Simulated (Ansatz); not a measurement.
# SnSe2: the cost of one run

Computed with Ansatz 0.2.0 (plane waves, PAW, unless a step's input says otherwise).

## (1) The system as given

It takes space group P-3m1 (No. 164, trigonal). Conventional cell: a = 3.825 Å, b = 3.825 Å, c = 6.227 Å, α = 90.00°, β = 90.00°, γ = 120.00°. Sn (site symmetry -3m) has 6 Se at 2.71 Å as nearest neighbours. Se (site symmetry 3m) is surrounded by 3 Sn at 2.71 Å.

Coordinates:

```
Sn Se
1.0
     3.82515    0.00000    0.00000
    -1.91257    3.31268    0.00000
     0.00000    0.00000    6.22708
Sn Se
1 2
Direct
  0.00000 0.00000 0.00000
  0.33333 0.66667 0.25308
  0.66667 0.33333 0.74692
```

The cell was relaxed beforehand with r2SCAN+rVV10; those runs aren't shown. No run includes spin-orbit coupling, which matters for Sn.

## (2) PBE, anion s p, 6×6×4

File input.yaml:

```yaml
crystal:
  lattice:
    - [3.8251493292, 0.0, 0.0]
    - [-1.9125746646, 3.3126764923, 0.0]
    - [0.0, 0.0, 6.2270790415]
  atoms:
    - { symbol: Sn, position: [0.0, 0.0, 0.0] }
    - { symbol: Se, position: [0.3333333333, 0.6666666667, 0.2530782243] }
    - { symbol: Se, position: [0.6666666667, 0.3333333333, 0.7469217757] }
kpoints:
  mp_grid: { grid: [6, 6, 4] }
  band_path:
    path:
      - [[0.0, 0.0, 0.0], [0.5, 3.717135298318e-17, 2.754446755194e-33], [0.3333333333333, 0.3333333333333, 5.638006298855e-33], [0.0, 0.0, 0.0], [2.976776226741e-53, -1.409169565311e-50, 0.5], [0.5, 3.717135298318e-17, 0.5], [0.3333333333333, 0.3333333333333, 0.5], [2.976776226741e-53, -1.409169565311e-50, 0.5]]
      - [[0.5, 3.717135298318e-17, 0.5], [0.5, 3.717135298318e-17, 2.754446755194e-33]]
      - [[0.3333333333333, 0.3333333333333, 0.5], [0.3333333333333, 0.3333333333333, 5.638006298855e-33]]
    npoints: 10
hamiltonian:
  xc: pbe
scf:
  occupations: { method: fixed }
  n_extra_bands: 6
output:
  forces: false
  stress: false
  eigenvalues: true
  wannier:
    kmesh: [6, 6, 4]
    projections: [{ species: Se, l: s, shell: 4 }, { species: Se, l: p, shell: 4 }]
    minimise: true
    write_hr: true
    conv_tol: 1.0e-08
    max_iter: 3000
```

On the command line:

```bash
> ansatz run input.yaml --threads 4 --pin off --max-ram 3686MiB --backend cpu --events-out ev --progress --plain --runs-dir out
```

What time and memory should one allow on 4 threads of Arm Neoverse V1, shared host?

About 5.7 s, with a peak of 0.39 GiB.
